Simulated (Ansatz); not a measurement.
# SiH10C2: the cost of one run

Program: Ansatz 0.2.0. Level of theory: DFT r2SCAN+D3(BJ), plane waves, PAW, scalar-relativistic, no spin polarisation. These are calculated values, not measurements.

### Step 1. Starting point

The cell holds 39 atoms (C6H30Si3): a = 8.468 Å, b = 8.468 Å, c = 8.468 Å, α = 90.00°, β = 90.00°, γ = 90.00°.

The coordinates stand in the first input below.

### Step 2. Relaxing the start

File input.yaml:

```yaml
accuracy: low
crystal:
  lattice:
    - [8.46793, 0.0, 0.0]
    - [0.0, 8.46793, 0.0]
    - [0.0, 0.0, 8.46793]
  atoms:
    - { symbol: C, position: [0.1710653, 0.1986292, 0.7024043] }
    - { symbol: C, position: [0.1859838, 0.3254775, 0.575538] }
    - { symbol: H, position: [0.2275743, 0.2357311, 0.8123404] }
    - { symbol: H, position: [0.047283, 0.1731511, 0.7285686] }
    - { symbol: H, position: [0.2267413, 0.0883955, 0.6649279] }
    - { symbol: H, position: [0.1294749, 0.2883757, 0.4656019] }
    - { symbol: H, position: [0.1303078, 0.4357112, 0.6130144] }
    - { symbol: H, position: [0.3097661, 0.3509557, 0.5493737] }
    - { symbol: C, position: [0.1337031, 0.6355481, 1.0646612] }
    - { symbol: C, position: [0.1171006, 0.6415177, 0.8855054] }
    - { symbol: H, position: [0.1363337, 0.7542489, 1.1152473] }
    - { symbol: H, position: [0.0350854, 0.5721041, 1.1185608] }
    - { symbol: H, position: [0.2425969, 0.5756504, 1.0994487] }
    - { symbol: H, position: [0.1144701, 0.5228169, 0.8349194] }
    - { symbol: H, position: [0.0082068, 0.7014153, 0.8507179] }
    - { symbol: H, position: [0.2157184, 0.7049616, 0.8316058] }
    - { symbol: C, position: [0.674556, 0.8655133, 0.7933994] }
    - { symbol: C, position: [0.6790665, 0.8773648, 0.6138241] }
    - { symbol: H, position: [0.6553537, 0.9811852, 0.8473162] }
    - { symbol: H, position: [0.579404, 0.7876522, 0.8326359] }
    - { symbol: H, position: [0.785404, 0.8184892, 0.8398453] }
    - { symbol: H, position: [0.6982688, 0.7616929, 0.5599072] }
    - { symbol: H, position: [0.5682185, 0.9243889, 0.5673782] }
    - { symbol: H, position: [0.7742185, 0.9552259, 0.5745875] }
    - { symbol: Si, position: [0.3062208, 0.2856717, 0.1057324] }
    - { symbol: H, position: [0.4108026, 0.3861699, 0.2038566] }
    - { symbol: H, position: [0.2417258, 0.1555449, 0.2035741] }
    - { symbol: H, position: [0.1744031, 0.3823873, 0.0429969] }
    - { symbol: H, position: [0.3979518, 0.2185847, -0.027498] }
    - { symbol: Si, position: [0.9531217, 0.119877, 0.0875017] }
    - { symbol: H, position: [1.0871879, 0.0091441, 0.1082395] }
    - { symbol: H, position: [1.0010909, 0.2800263, 0.1396241] }
    - { symbol: H, position: [0.907072, 0.1248072, -0.081379] }
    - { symbol: H, position: [0.8171361, 0.0655304, 0.1835223] }
    - { symbol: Si, position: [0.6397575, 0.5286398, 0.9969329] }
    - { symbol: H, position: [0.684944, 0.5001576, 0.830162] }
    - { symbol: H, position: [0.4715995, 0.5769359, 1.004415] }
    - { symbol: H, position: [0.6624646, 0.3817157, 1.0894709] }
    - { symbol: H, position: [0.7400217, 0.6557501, 1.0636836] }
basis:
  ecutwfc: 500.0
kpoints:
  mp_grid: { grid: [1, 1, 1] }
hamiltonian:
  xc: r2scan
  dispersion: d3bj
scf:
  occupations: { method: fermi_dirac, width: 0.05 }
  lower_state_search: "off"
relax:
  f_tol: 0.3
  max_steps: 15
  adjacent_minimum: "off"
```

Launch:

```bash
$ ansatz run input.yaml --threads 1 --pin off --max-ram 3072MiB --backend cpu --events-out ev --progress --plain --runs-dir out
```

What time and memory should one allow on 1 thread of AMD EPYC 9R14 (Zen 4), shared host?

About 71 s, with a peak of 1 GiB.
